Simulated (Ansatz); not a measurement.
# C2H7AlSSi: rotation by 120° about the Si4–S5 bond, part 2 of 2

Aim: the minimum-energy path and barrier of the rotation by 120° about the Si4–S5 bond. The ends are relaxed first, then joined by a nudged elastic band. SMILES of the start: C=[C]([AlH2])[SiH2]S.

Ansatz 0.2.0; RKS BHLYP/def2-SVP. Earlier steps stand in the parts before.

### 6 Frequencies at the highest image

The geometry is the highest inner image of the first converged band.

input.yaml reads:

```yaml
crystal:
  periodic: [false, false, false]
  atoms:
    - { symbol: C, position_ang: [1.310987, -0.159107, -1.10286] }
    - { symbol: C, position_ang: [0.280494, -0.258033, -0.247179] }
    - { symbol: Al, position_ang: [0.497938, -1.555397, 1.194946] }
    - { symbol: Si, position_ang: [-1.250022, 0.760458, -0.557137] }
    - { symbol: S, position_ang: [-1.420325, 2.353501, 0.900507] }
    - { symbol: H, position_ang: [1.304834, 0.502055, -1.971893] }
    - { symbol: H, position_ang: [2.228872, -0.738409, -0.98662] }
    - { symbol: H, position_ang: [1.846088, -2.37079, 1.219533] }
    - { symbol: H, position_ang: [-0.621191, -1.776475, 2.280662] }
    - { symbol: H, position_ang: [-1.211938, 1.382012, -1.902023] }
    - { symbol: H, position_ang: [-2.455052, -0.096995, -0.478926] }
    - { symbol: H, position_ang: [-0.433585, 1.901979, 1.685189] }
basis:
  gaussian: { orbitals: def2-SVP }
hamiltonian:
  xc: { name: BHLYP }
phonons: {}
```

The run is started by

```console
$ ansatz run input.yaml --threads 2 --pin off --max-ram 3072MiB --backend cpu --events-out ev --progress --plain --runs-dir out
```

Log, shortened:

```text
Warning: RAYON_NUM_THREADS=2 ignored (pool sized by the plan → 2); use --threads N
[...]
Functional definition: BHLYP
[...]
1233 factors; integrals over basis functions are off by at most 4.9e-4 eV
[...]
mean field -27486.72817412 eV, -1010.1186292256 hartree, gradient 7.3e-5 eV, S^2 0.000000; 0 other end points of the search recorded, 0 dependent functions left out
[...]
reference -27486.72837566 eV, -1010.1186366319 hartree; 31, 31 occupied and 86, 86 virtual orbitals, 1233 factors
[...]
1233 factors; integrals over basis functions are off by at most 4.9e-4 eV
[...]
mean field -27486.72795918 eV, -1010.1186213263 hartree, gradient 1.9e-6 eV, S^2 0.000000; 0 other end points of the search recorded, 0 dependent functions left out
[...]
reference -27486.72816073 eV, -1010.1186287334 hartree; 31, 31 occupied and 86, 86 virtual orbitals, 1233 factors
[...]
1233 factors; integrals over basis functions are off by at most 4.9e-4 eV
[...]
WARN: phonons: modes at or below zero, which the zero-point energy, F, S and C_V leave out: 1, the lowest at -239.22 cm⁻¹. A minimum has none, and a first-order saddle one
[...]
Atom 4 at    -1.420325     2.353501     0.900507 Å, force    -0.012658    -0.003481    -0.016580 eV/Å
Atom 5 at     1.304834     0.502055    -1.971893 Å, force    -0.000371     0.008186    -0.004749 eV/Å
Atom 6 at     2.228872    -0.738409    -0.986620 Å, force    -0.006254    -0.000054     0.002101 eV/Å
Atom 7 at     1.846088    -2.370790     1.219533 Å, force     0.008984    -0.004667     0.002685 eV/Å
Atom 8 at    -0.621191    -1.776475     2.280662 Å, force    -0.001182    -0.000133     0.002455 eV/Å
Atom 9 at    -1.211938     1.382012    -1.902023 Å, force     0.005412    -0.003010     0.000881 eV/Å
Atom 10 at    -2.455052    -0.096995    -0.478926 Å, force    -0.014701    -0.001680     0.000648 eV/Å
Atom 11 at    -0.433585     1.901979     1.685189 Å, force     0.017380    -0.005695     0.013833 eV/Å
Dipole moment:     0.342035    -0.244120    -0.146852 e Å
Vibrations: -239.22 39.11 108.73 141.81 164.71 265.60 327.02 457.43 520.51 525.26 610.14 650.85 687.35 716.08 774.43 814.17 857.74 920.26 1008.55 1082.90 1190.48 1489.02 1687.80 1991.02 1999.17 2281.67 2289.60 2791.44 3166.18 3246.77 cm⁻¹, zero-point energy 2.033701 eV
```

Wall time 2.4 min (2 threads of Arm Neoverse V2, shared host); peak memory 0.28 GiB.

Of 30 modes, 1 is imaginary by more than 30 cm⁻¹ (239i cm⁻¹).

### 7 Another band, settings changed

crystal.atoms is end A as relaxed above, and neb.final_atoms is end B, turned to lie on A. With 5 inner images the band has 7 in all. The start path is listed, through a guess of the saddle.

input.yaml reads:

```yaml
crystal:
  periodic: [false, false, false]
  atoms:
    - { symbol: C, position_ang: [1.301638, -0.229137, -1.126461] }
    - { symbol: C, position_ang: [0.277137, -0.353126, -0.268375] }
    - { symbol: Al, position_ang: [0.475074, -1.624264, 1.199876] }
    - { symbol: Si, position_ang: [-1.222044, 0.728674, -0.47721] }
    - { symbol: S, position_ang: [-1.509685, 1.940738, 1.286879] }
    - { symbol: H, position_ang: [1.288845, 0.457914, -1.975955] }
    - { symbol: H, position_ang: [2.221275, -0.809382, -1.032376] }
    - { symbol: H, position_ang: [1.902365, -2.266432, 1.399838] }
    - { symbol: H, position_ang: [-0.74313, -2.039918, 2.105068] }
    - { symbol: H, position_ang: [-1.083708, 1.578466, -1.68501] }
    - { symbol: H, position_ang: [-2.473718, -0.055999, -0.555081] }
    - { symbol: H, position_ang: [-0.35695, 2.617265, 1.163006] }
basis:
  gaussian: { orbitals: def2-SVP }
hamiltonian:
  xc: { name: BHLYP }
neb:
  order_check: false
  images: 5
  f_tol: 0.05
  max_iterations: 60
  spring: 0.1
  final_atoms:
    - { symbol: C, position_ang: [1.29396286, -0.40645433, -1.30138533] }
    - { symbol: C, position_ang: [0.35995173, -0.30629586, -0.34278141] }
    - { symbol: Al, position_ang: [0.60177218, -1.39302964, 1.25576218] }
    - { symbol: Si, position_ang: [-1.02737161, 0.92004883, -0.55223727] }
    - { symbol: S, position_ang: [-1.12064088, 2.28768596, 1.12002372] }
    - { symbol: H, position_ang: [1.27529233, 0.18745189, -2.21792914] }
    - { symbol: H, position_ang: [2.14189977, -1.08990666, -1.22708054] }
    - { symbol: H, position_ang: [1.87438268, -2.32024278, 1.33384312] }
    - { symbol: H, position_ang: [-0.46200495, -1.35928242, 2.4194719] }
    - { symbol: H, position_ang: [-0.80382743, 1.77007154, -1.74461932] }
    - { symbol: H, position_ang: [-2.33330414, 0.22758186, -0.66385412] }
    - { symbol: H, position_ang: [-1.72301355, 1.42717062, 1.9549852] }
  initial_path:
    images:
      - { positions_ang: [[1.301638, -0.229137, -1.126461], [0.277137, -0.353126, -0.268375], [0.475074, -1.624264, 1.199876], [-1.222044, 0.728674, -0.47721], [-1.509685, 1.940738, 1.286879], [1.288845, 0.457914, -1.975955], [2.221275, -0.809382, -1.032376], [1.902365, -2.266432, 1.399838], [-0.74313, -2.039918, 2.105068], [-1.083708, 1.578466, -1.68501], [-2.473718, -0.055999, -0.555081], [-0.35695, 2.617265, 1.163006]] }
      - { positions_ang: [[1.33244234, -0.15984194, -1.09305994], [0.27585238, -0.32845148, -0.27851872], [0.43070822, -1.63523431, 1.16492122], [-1.2246098, 0.70855444, -0.48670967], [-1.43295322, 2.08210429, 1.11512643], [1.29206046, 0.57767873, -1.91699712], [2.25075554, -0.70808168, -0.98915334], [1.85932937, -2.32565052, 1.37832016], [-0.79604783, -2.00777806, 2.0870037], [-1.20320154, 1.4190037, -1.74782131], [-2.46560979, -0.10536392, -0.41163373], [-0.24162713, 2.42785974, 1.21272134]] }
      - { positions_ang: [[1.36324667, -0.09054688, -1.05965889], [0.27456776, -0.30377697, -0.28866245], [0.38634244, -1.64620461, 1.12996644], [-1.2271756, 0.68843489, -0.49620933], [-1.35622143, 2.22347058, 0.94337385], [1.29527592, 0.69744347, -1.85803924], [2.28023608, -0.60678135, -0.94593069], [1.81629373, -2.38486903, 1.35680231], [-0.84896566, -1.97563813, 2.0689394], [-1.32269508, 1.25954139, -1.81063263], [-2.45750157, -0.15472883, -0.26818647], [-0.12630425, 2.23845448, 1.26243667]] }
      - { positions_ang: [[1.39405101, -0.02125183, -1.02625783], [0.27328313, -0.27910245, -0.29880617], [0.34197666, -1.65717492, 1.09501167], [-1.2297414, 0.66831533, -0.505709], [-1.27948965, 2.36483686, 0.77162128], [1.29849138, 0.8172082, -1.79908135], [2.30971662, -0.50548103, -0.90270803], [1.7732581, -2.44408755, 1.33528447], [-0.90188349, -1.94349819, 2.0508751], [-1.44218863, 1.10007909, -1.87344394], [-2.44939336, -0.20409375, -0.1247392], [-0.01098138, 2.04904923, 1.31215201]] }
      - { positions_ang: [[1.36068829, -0.14965266, -1.117967], [0.30217267, -0.28816692, -0.31346458], [0.42857517, -1.56912649, 1.14859517], [-1.1622848, 0.7522265, -0.52121842], [-1.22654006, 2.3391199, 0.88775542], [1.29075836, 0.60728943, -1.93869728], [2.25377767, -0.70028957, -1.0108322], [1.80696629, -2.40280596, 1.33480402], [-0.75525731, -1.7487596, 2.1737407], [-1.22940156, 1.32340991, -1.8305024], [-2.41069695, -0.06020188, -0.30444417], [-0.58165877, 1.84175636, 1.52642974]] }
      - { positions_ang: [[1.32732557, -0.2780535, -1.20967616], [0.3310622, -0.29723139, -0.328123], [0.51517368, -1.48107807, 1.20217868], [-1.09482821, 0.83613766, -0.53672785], [-1.17359047, 2.31340293, 1.00388957], [1.28302534, 0.39737066, -2.07831321], [2.19783872, -0.89509812, -1.11895637], [1.84067449, -2.36152437, 1.33432357], [-0.60863113, -1.55402101, 2.2966063], [-1.01661449, 1.54674072, -1.78756086], [-2.37200055, 0.08368999, -0.48414914], [-1.15233616, 1.63446349, 1.74070747]] }
      - { positions_ang: [[1.29396286, -0.40645433, -1.30138533], [0.35995173, -0.30629586, -0.34278141], [0.60177218, -1.39302964, 1.25576218], [-1.02737161, 0.92004883, -0.55223727], [-1.12064088, 2.28768596, 1.12002372], [1.27529233, 0.18745189, -2.21792914], [2.14189977, -1.08990666, -1.22708054], [1.87438268, -2.32024278, 1.33384312], [-0.46200495, -1.35928242, 2.4194719], [-0.80382743, 1.77007154, -1.74461932], [-2.33330414, 0.22758186, -0.66385412], [-1.72301355, 1.42717062, 1.9549852]] }
```

The run is started by

```console
$ ansatz run input.yaml --threads 2 --pin off --max-ram 3072MiB --backend cpu --events-out ev --progress --plain --runs-dir out
```

Log, shortened:

```text
Warning: RAYON_NUM_THREADS=2 ignored (pool sized by the plan → 2); use --threads N
[...]
[... 1 set-up line as earlier in the session ...]
[...]
1235 factors; integrals over basis functions are off by at most 3.7e-4 eV
[...]
mean field -27486.84696235 eV, -1010.1229946125 hartree, gradient 8.3e-5 eV, S^2 0.000000; 0 other end points of the search recorded, 0 dependent functions left out
[...]
reference -27486.84716400 eV, -1010.1230020230 hartree; 31, 31 occupied and 86, 86 virtual orbitals, 1235 factors
1236 factors; integrals over basis functions are off by at most 4.2e-4 eV
mean field -27486.82384561 eV, -1010.1221450879 hartree, gradient 7.8e-5 eV, S^2 0.000000; 0 other end points of the search recorded, 0 dependent functions left out
[...]
reference -27486.82404492 eV, -1010.1221524122 hartree; 31, 31 occupied and 86, 86 virtual orbitals, 1236 factors
[...]
Atom 2 at     0.489028    -1.580586     1.184834 Å, force    -0.001391    -0.012627    -0.000267 eV/Å
Atom 3 at    -1.256395     0.754030    -0.549063 Å, force     0.012462    -0.016949    -0.000222 eV/Å
Atom 4 at    -1.370507     2.393818     0.860365 Å, force    -0.002213     0.004443     0.005114 eV/Å
Atom 5 at     1.299950     0.529738    -1.949255 Å, force    -0.004050     0.003052    -0.002757 eV/Å
Atom 6 at     2.232326    -0.712317    -0.972657 Å, force     0.002304     0.003778    -0.009732 eV/Å
Atom 7 at     1.861382    -2.354694     1.240152 Å, force    -0.000318     0.000222     0.001066 eV/Å
Atom 8 at    -0.659236    -1.860515     2.225896 Å, force     0.002837     0.006016     0.003888 eV/Å
Atom 9 at    -1.238379     1.335658    -1.911796 Å, force     0.000187     0.003168     0.000847 eV/Å
Atom 10 at    -2.470263    -0.085368    -0.419548 Å, force     0.000543     0.000723    -0.001393 eV/Å
Atom 11 at    -0.393481     1.935963     1.655046 Å, force    -0.002465    -0.000809    -0.001582 eV/Å
Dipole moment:     0.335857    -0.244263    -0.141236 e Å
this run last wrote the band of iteration 10 to <dir>
```

Run time: 2.9 min. Hardware: 2 threads of Arm Neoverse V2, shared host; peak memory 0.28 GiB.

### 8 The band, image by image

The 5 inner images lie between the fixed ends 0 and 6. Energy is taken from image 0, and the path length is the program's own coordinate along the band.

| image | path (Å) | energy (eV) | dihedral C2–Si4–S5–H12 (°) | band force (eV/Å) |
| --- | --- | --- | --- | --- |
| 0 | 0.000 | 0.0000 | 63 | - |
| 1 | 0.415 | 0.0192 | 44 | 0.041 |
| 2 | 0.852 | 0.0802 | 18 | 0.028 |
| 3* | 1.307 | 0.1191 | -11 | 0.026 |
| 4 | 2.024 | 0.0746 | -51 | 0.035 |
| 5 | 2.753 | 0.0388 | -71 | 0.029 |
| 6 | 3.490 | 0.0231 | -78 | - |

The star marks the climbing image.

image, energy (eV) and a bar:
```
        0      0.000 
        1      0.019 #####
        2      0.080 ####################
        3      0.119 ##############################
        4      0.075 ###################
        5      0.039 ##########
        6      0.023 ######
```

### 9 Summary of results

The summary covers parts 1 to 2.

```
                                quantity                                                      value
                                   end A                                   11 moves, 0.456 eV lower
                                   end B                                   12 moves, 0.482 eV lower
            first band: barrier forwards                                                   0.119 eV
           first band: barrier backwards                                                   0.096 eV
first band: second end relative to first                                                  +0.023 eV
               first band: highest image                                      3 of 0 to 6, climbing
             first band: band iterations                                                         10
              imaginary modes at the top                                                  239i cm⁻¹
                             second band  top 0.119 eV above image 0, 10 iterations, 5 inner images
             time, first and second band                                        2.9 min and 2.9 min
```

**Reading.** In the first band: the top lies 0.12 eV above the first end, or 5 kT at room temperature; with a typical attempt rate of 10^13 per second that is roughly 10^11 events a second. Going back costs 0.096 eV, since the second end is 0.023 eV above the first. The listed dihedral goes from 63° at end A through -10° at the highest image to -78° at end B; the relaxed ends differ by 141° in it rather than the 120° set up, and other torsions can move along the band as well. One imaginary mode, as a first-order saddle point has. The second band's top agrees with the first's to 1 meV, so the changed settings hardly move the height. These are electronic energies, with no zero-point or thermal terms.
